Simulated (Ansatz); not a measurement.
# CH₆F₂N₂Si: one species, many methods

An exercise on one series of results from a longer session: the logs are not shown, and one member is left open.

The runs use Ansatz 0.2.0, Gaussian basis; functionals in def2-TZVPP, the program's frozen cores in correlated methods.

The runs, in order: PBE-D4, r2SCAN-D4, PBE0-D4, B3LYP-D4, ωB97X-V, ωB97M-V, B2PLYP; CCSD(T)/def2-TZVPP; MP2/def2-QZVPP; extrapolation to the limit.

## The geometry

The geometry comes from an earlier relaxation with PBE0-D4 in a triple-zeta def2 set; it is a stationary point, not always the lowest conformer.

12 atoms, charge 0, spin multiplicity 1.

Atoms are counted from 1 here; the program's logs count them from 0.

Bond lengths: C1–N2 1.449 Å, C1–H7 1.094 Å, C1–H8 1.096 Å, C1–H9 1.090 Å, N2–Si3 1.682 Å, N2–H10 1.007 Å, Si3–N4 1.685 Å, Si3–F5 1.593 Å, Si3–F6 1.593 Å, N4–H11 1.006 Å, N4–H12 1.005 Å. Angles: N2–C1–H7 111.0°, N2–C1–H8 112.7°, N2–C1–H9 109.5°, H7–C1–H8 108.2°, H7–C1–H9 107.4°, H8–C1–H9 107.8°, C1–N2–Si3 126.7°, C1–N2–H10 114.2°, Si3–N2–H10 117.1°, N2–Si3–N4 110.1°, N2–Si3–F5 105.7°, N2–Si3–F6 116.6°, N4–Si3–F5 116.5°, N4–Si3–F6 104.8°, F5–Si3–F6 103.4°, Si3–N4–H11 121.1°, Si3–N4–H12 121.8°, H11–N4–H12 112.6°.

Geometry (Å):

| atom | x (Å) | y (Å) | z (Å) |
| --- | --- | --- | --- |
| C1 | 0.89949 | 0.39577 | 1.67670 |
| N2 | 0.42248 | -0.36055 | 0.53632 |
| Si3 | -0.71355 | 0.13969 | -0.59910 |
| N4 | -0.51691 | -0.72359 | -2.03285 |
| F5 | -0.55960 | 1.72210 | -0.69427 |
| F6 | -2.24543 | -0.05888 | -0.20981 |
| H7 | 1.98037 | 0.28155 | 1.79935 |
| H8 | 0.41489 | 0.09854 | 2.61316 |
| H9 | 0.69897 | 1.45599 | 1.51992 |
| H10 | 0.62351 | -1.34642 | 0.58094 |
| H11 | -1.29446 | -0.89481 | -2.64722 |
| H12 | 0.36734 | -0.76449 | -2.50914 |

Set-up of the first run:

Contents of in.yaml:

```yaml
crystal:
  periodic: [false, false, false]
  atoms:
    - {symbol: C, position_ang: [0.899488, 0.395767, 1.676701]}
    - {symbol: N, position_ang: [0.422485, -0.360552, 0.536318]}
    - {symbol: Si, position_ang: [-0.713551, 0.139692, -0.599103]}
    - {symbol: N, position_ang: [-0.516912, -0.723587, -2.032850]}
    - {symbol: F, position_ang: [-0.559596, 1.722096, -0.694271]}
    - {symbol: F, position_ang: [-2.245433, -0.058877, -0.209806]}
    - {symbol: H, position_ang: [1.980373, 0.281549, 1.799354]}
    - {symbol: H, position_ang: [0.414892, 0.098545, 2.613163]}
    - {symbol: H, position_ang: [0.698966, 1.455985, 1.519916]}
    - {symbol: H, position_ang: [0.623511, -1.346416, 0.580939]}
    - {symbol: H, position_ang: [-1.294462, -0.894813, -2.647218]}
    - {symbol: H, position_ang: [0.367339, -0.764489, -2.509144]}
basis:
  gaussian: {orbitals: def2-TZVPP}
hamiltonian: {xc: pbe, dispersion: d4}
output: {forces: true, orbitals: {seedname: orbitals}}
```

Launch:

```sh
> ansatz run in.yaml --threads 4 --pin off --events-out ev --progress --plain --max-ram 10444MiB
```

Among the steps run: PBE-D4 (GGA); r2SCAN-D4 (meta-GGA); PBE0-D4 (hybrid); B3LYP-D4 (hybrid); ωB97X-V (range-separated); ωB97M-V (range-separated); B2PLYP (double hybrid); CCSD(T) in def2-TZVPP; MP2 in def2-QZVPP.

One table of the session follows, with a row left open; its other results are not shown here.

It belongs to the step «Atomisation energies». 

```
            method  atomisation energy (kcal/mol)
            PBE-D4                         1151.5
         r2SCAN-D4                         1129.8
           PBE0-D4                         1127.6
          B3LYP-D4                         1133.8
           ωB97X-V                         1137.7
           ωB97M-V                         1138.3
            B2PLYP                              ?
     HF/def2-TZVPP                          809.9
    MP2/def2-TZVPP                         1125.7
   CCSD/def2-TZVPP                         1085.0
CCSD(T)/def2-TZVPP                         1100.9
           MP2/CBS                         1161.7
       CCSD(T)/CBS                         1136.9
```

**Question.** Estimate the row for B2PLYP.

As computed: atomisation energy (kcal/mol): 1123.0. In the column «atomisation energy (kcal/mol)» it lies between CCSD(T)/def2-TZVPP (1100.9) and MP2/def2-TZVPP (1125.7).
